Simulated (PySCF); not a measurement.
# A gas-phase reaction: BrH3OSi → H3OSi + Br

What reaction energy should one expect for `O[SiH2]Br` → `O[SiH2]` + `[Br]`?

Programs: PySCF 2.14.0. All values are calculated, for the isolated system unless a continuum is named. Atoms count from 0, parts from 1.

### Step 1. The system as given

Each species was relaxed by itself at PBE0-D3(BJ)/def2-SVPD.

### Step 2. Reaction energy: wB97M-D3(BJ)/def2-TZVPD

Job settings and geometry (Å):

```
{"job": {"kind": "react", "xc": "wB97M-D3(BJ)", "basis": "def2-TZVPD"}, "charge": 0, "multiplicity": 1}
-1 BrH3OSi charge 0 multiplicity 1
O      0.224220    -0.780010    -1.082890
Si     0.033100     0.355360     0.114710
Br     0.365290    -0.556030     2.128010
H     -0.289500    -1.590510    -1.041060
H      1.078700     1.375610    -0.125010
H     -1.343990     0.914180     0.141430

+1 H3OSi charge 0 multiplicity 2
O     -0.583570    -0.042210    -1.057850
Si    -0.331910     0.233960     0.577610
H      0.131300    -0.376770    -1.605560
H      0.034110    -1.034180     1.289580
H      0.731260     1.269440     0.793560

+1 Br charge 0 multiplicity 2
Br     0.000000     0.000000     0.000000
```

With the program's defaults for keys left out, this is: wB97M-D3(BJ)/def2-TZVPD reaction energy of separated species, gas phase.

Started as:

```bash
$ OMP_NUM_THREADS=1 python cluster_run.py task.json out
```

One launch serves the whole session: the jobs run in the order shown.

The log of the run:

```text
species 1 (BrH3OSi)
coarse grid: 26344 points
cycle   1  E = -2940.7777730306  dE = -9.202e-01  |g| = 7.065e-01  |ddm| = 1.895e+00
cycle   2  E = -2940.7661403848  dE =  1.163e-02  |g| = 7.896e-01  |ddm| = 8.071e-01
cycle   3  E = -2940.8699971538  dE = -1.039e-01  |g| = 6.531e-02  |ddm| = 4.140e-01
cycle   4  E = -2940.8707745616  dE = -7.774e-04  |g| = 1.595e-02  |ddm| = 5.884e-02
cycle   5  E = -2940.8708449765  dE = -7.041e-05  |g| = 4.789e-03  |ddm| = 1.815e-02
cycle   6  E = -2940.8708512346  dE = -6.258e-06  |g| = 1.262e-03  |ddm| = 6.305e-03
final grid: 52328 points
cycle   7  E = -2940.8708137572  dE = -4.708e-07  |g| = 9.410e-04  |ddm| = 2.696e-03
cycle   8  E = -2940.8708138360  dE = -7.878e-08  |g| = 8.027e-04  |ddm| = 1.148e-03
cycle   9  E = -2940.8708139156  dE = -7.958e-08  |g| = 8.416e-05  |ddm| = 4.692e-04
cycle  10  E = -2940.8708139188  dE = -3.233e-09  |g| = 5.867e-05  |ddm| = 1.206e-04
cycle  11  E = -2940.8708139201  dE = -1.275e-09  |g| = 6.452e-06  |ddm| = 9.102e-05
cycle  12  E = -2940.8708139201  dE = -1.955e-11  |g| = 2.168e-06  |ddm| = 9.121e-06
converged SCF energy = -2940.8708139201

species 2 (H3OSi)
coarse grid: 19008 points
cycle   1  E = -366.5078525801  dE = -4.382e-02  |g| = 4.663e-01  |ddm| = 1.131e+00
cycle   2  E = -366.4827942298  dE =  2.506e-02  |g| = 5.669e-01  |ddm| = 5.132e-01
cycle   3  E = -366.5915734757  dE = -1.088e-01  |g| = 2.645e-02  |ddm| = 2.649e-01
cycle   4  E = -366.5920892682  dE = -5.158e-04  |g| = 8.236e-03  |ddm| = 4.552e-02
cycle   5  E = -366.5921700633  dE = -8.080e-05  |g| = 2.320e-03  |ddm| = 1.821e-02
cycle   6  E = -366.5921825612  dE = -1.250e-05  |g| = 8.695e-04  |ddm| = 7.374e-03
cycle   7  E = -366.5921847016  dE = -2.140e-06  |g| = 2.825e-04  |ddm| = 2.888e-03
final grid: 39256 points
cycle   8  E = -366.5921589661  dE = -2.047e-07  |g| = 1.545e-04  |ddm| = 1.108e-03
cycle   9  E = -366.5921590217  dE = -5.560e-08  |g| = 8.412e-05  |ddm| = 3.399e-04
cycle  10  E = -366.5921590401  dE = -1.845e-08  |g| = 5.779e-05  |ddm| = 2.071e-04
cycle  11  E = -366.5921590456  dE = -5.456e-09  |g| = 2.152e-05  |ddm| = 1.360e-04
cycle  12  E = -366.5921590460  dE = -3.722e-10  |g| = 2.815e-06  |ddm| = 3.591e-05
converged SCF energy = -366.5921590460

species 3 (Br)
coarse grid: 7336 points
cycle   1  E = -2574.1103709664  dE = -1.175e+00  |g| = 1.868e-01  |ddm| = 7.137e-01
cycle   2  E = -2574.1151539124  dE = -4.783e-03  |g| = 1.243e-01  |ddm| = 1.334e-01
cycle   3  E = -2574.1170281527  dE = -1.874e-03  |g| = 7.698e-03  |ddm| = 5.365e-02
cycle   4  E = -2574.1170743713  dE = -4.622e-05  |g| = 1.357e-03  |ddm| = 9.355e-03
cycle   5  E = -2574.1170765477  dE = -2.176e-06  |g| = 1.256e-04  |ddm| = 2.521e-03
final grid: 13080 points
cycle   6  E = -2574.1170589805  dE = -2.183e-08  |g| = 4.247e-05  |ddm| = 2.513e-04
cycle   7  E = -2574.1170589831  dE = -2.611e-09  |g| = 1.511e-05  |ddm| = 8.656e-05
cycle   8  E = -2574.1170589835  dE = -3.688e-10  |g| = 4.317e-06  |ddm| = 4.512e-05
converged SCF energy = -2574.1170589835

Reaction energy = 102.660 kcal/mol
```

Run time: 15 s. Hardware: 1 thread of Arm Neoverse V1, shared host; peak memory 0.6 GiB.

Species by species (with the dispersion term, which the log's SCF energies lack):

| ν | species | energy (Eh) | HOMO (eV) |
| --- | --- | --- | --- |
| -1 | O[SiH2]Br | -2940.87605 | -10.75 |
| +1 | O[SiH2] | -366.59539 | -8.14 |
| +1 | [Br] | -2574.11706 | -11.14 |

### Step 3. Reaction energy: PBE0-D3(BJ)/def2-TZVPD

Same as in step 2 but for these lines:

```diff
@@ -1,2 +1,2 @@
-{"job": {"kind": "react", "xc": "wB97M-D3(BJ)", "basis": "def2-TZVPD"}, "charge": 0, "multiplicity": 1}
+{"job": {"kind": "react", "xc": "PBE0", "basis": "def2-TZVPD", "disp": "d3bj"}, "charge": 0, "multiplicity": 1}
 -1 BrH3OSi charge 0 multiplicity 1
```

Level: PBE0-D3(BJ)/def2-TZVPD reaction energy of separated species, gas phase.

The log of the run:

```text
species 1 (BrH3OSi)
coarse grid: 26344 points
cycle   1  E = -2940.2187921753  dE = -8.822e-01  |g| = 7.492e-01  |ddm| = 1.950e+00
cycle   2  E = -2940.0334791792  dE =  1.853e-01  |g| = 1.224e+00  |ddm| = 1.039e+00
cycle   3  E = -2940.3089806701  dE = -2.755e-01  |g| = 1.069e-01  |ddm| = 7.166e-01
cycle   4  E = -2940.3110403621  dE = -2.060e-03  |g| = 2.226e-02  |ddm| = 8.730e-02
cycle   5  E = -2940.3111408776  dE = -1.005e-04  |g| = 1.335e-02  |ddm| = 2.959e-02
cycle   6  E = -2940.3111823564  dE = -4.148e-05  |g| = 1.261e-03  |ddm| = 1.112e-02
cycle   7  E = -2940.3111826930  dE = -3.365e-07  |g| = 3.295e-04  |ddm| = 1.334e-03
final grid: 52328 points
cycle   8  E = -2940.3111719934  dE = -4.074e-08  |g| = 3.034e-04  |ddm| = 1.758e-03
cycle   9  E = -2940.3111719972  dE = -3.785e-09  |g| = 2.779e-04  |ddm| = 4.176e-04
cycle  10  E = -2940.3111720104  dE = -1.326e-08  |g| = 1.298e-05  |ddm| = 1.867e-04
cycle  11  E = -2940.3111720104  dE = -3.320e-11  |g| = 7.054e-06  |ddm| = 1.363e-05
converged SCF energy = -2940.3111720104

species 2 (H3OSi)
coarse grid: 4576 points
cycle   1  E = -366.2458864831  dE =  2.944e-02  |g| = 5.031e-01  |ddm| = 1.130e+00
cycle   2  E = -366.0323695059  dE =  2.135e-01  |g| = 8.971e-01  |ddm| = 6.789e-01
cycle   3  E = -366.3377064269  dE = -3.053e-01  |g| = 4.176e-02  |ddm| = 4.522e-01
cycle   4  E = -366.3385838244  dE = -8.774e-04  |g| = 9.040e-03  |ddm| = 4.021e-02
cycle   5  E = -366.3386233596  dE = -3.954e-05  |g| = 1.296e-03  |ddm| = 1.047e-02
cycle   6  E = -366.3386258896  dE = -2.530e-06  |g| = 4.468e-04  |ddm| = 3.650e-03
final grid: 39256 points
cycle   7  E = -366.3376059393  dE = -1.301e-05  |g| = 2.272e-03  |ddm| = 1.023e-02
cycle   8  E = -366.3376036647  dE =  2.275e-06  |g| = 3.351e-03  |ddm| = 2.575e-03
cycle   9  E = -366.3376074735  dE = -3.809e-06  |g| = 2.817e-04  |ddm| = 1.666e-03
cycle  10  E = -366.3376074993  dE = -2.583e-08  |g| = 3.918e-05  |ddm| = 1.784e-04
cycle  11  E = -366.3376075003  dE = -1.039e-09  |g| = 1.069e-05  |ddm| = 5.420e-05
cycle  12  E = -366.3376075005  dE = -1.488e-10  |g| = 3.728e-06  |ddm| = 2.336e-05
converged SCF energy = -366.3376075005

species 3 (Br)
coarse grid: 7336 points
cycle   1  E = -2573.8044809170  dE = -1.108e+00  |g| = 2.068e-01  |ddm| = 7.353e-01
cycle   2  E = -2573.8094335774  dE = -4.953e-03  |g| = 1.492e-01  |ddm| = 1.484e-01
cycle   3  E = -2573.8122202055  dE = -2.787e-03  |g| = 9.928e-03  |ddm| = 6.891e-02
cycle   4  E = -2573.8122622288  dE = -4.202e-05  |g| = 2.034e-03  |ddm| = 9.857e-03
cycle   5  E = -2573.8122642591  dE = -2.030e-06  |g| = 4.703e-04  |ddm| = 2.948e-03
final grid: 13080 points
cycle   6  E = -2573.8122642263  dE = -4.922e-08  |g| = 4.536e-04  |ddm| = 8.857e-04
cycle   7  E = -2573.8122642423  dE = -1.594e-08  |g| = 4.161e-04  |ddm| = 5.616e-04
cycle   8  E = -2573.8122642703  dE = -2.808e-08  |g| = 1.402e-05  |ddm| = 2.188e-04
cycle   9  E = -2573.8122642704  dE = -9.959e-11  |g| = 7.189e-07  |ddm| = 1.931e-05
converged SCF energy = -2573.8122642704

Reaction energy = 102.432 kcal/mol
```

Run time: 6.9 s. Hardware: 1 thread of Arm Neoverse V1, shared host; peak memory 0.59 GiB.

Reaction energy at this level: 102.4 kcal/mol.

### Step 4. Comparing the runs

Energies in kcal/mol, with wall time:

| run | reaction | time |
| --- | --- | --- |
| wB97M-D3(BJ)/def2-TZVPD | 102.7 | 15 s |
| PBE0-D3(BJ)/def2-TZVPD | 102.4 | 6.9 s |

### Step 5. Summary of results

```
                                                quantity                    value
               reaction energy (wB97M-D3(BJ)/def2-TZVPD)           102.7 kcal/mol
                     ΔH, ΔG at 298 K (xTB thermal terms)   +101.2, +92.4 kcal/mol
range of the reaction energy over the runs of this table  102.4 to 102.7 kcal/mol
```

The reaction is endothermic by 101.2 kcal/mol in the gas phase; dispersion gives +1.26, and xTB itself gave 99.00 for the electronic energy (xTB energies and thermal terms come from the earlier relaxation of each species, not shown). No barrier was sought. The reaction energy runs from 102.4 (PBE0-D3(BJ)/def2-TZVPD) to 102.7 kcal/mol (wB97M-D3(BJ)/def2-TZVPD).
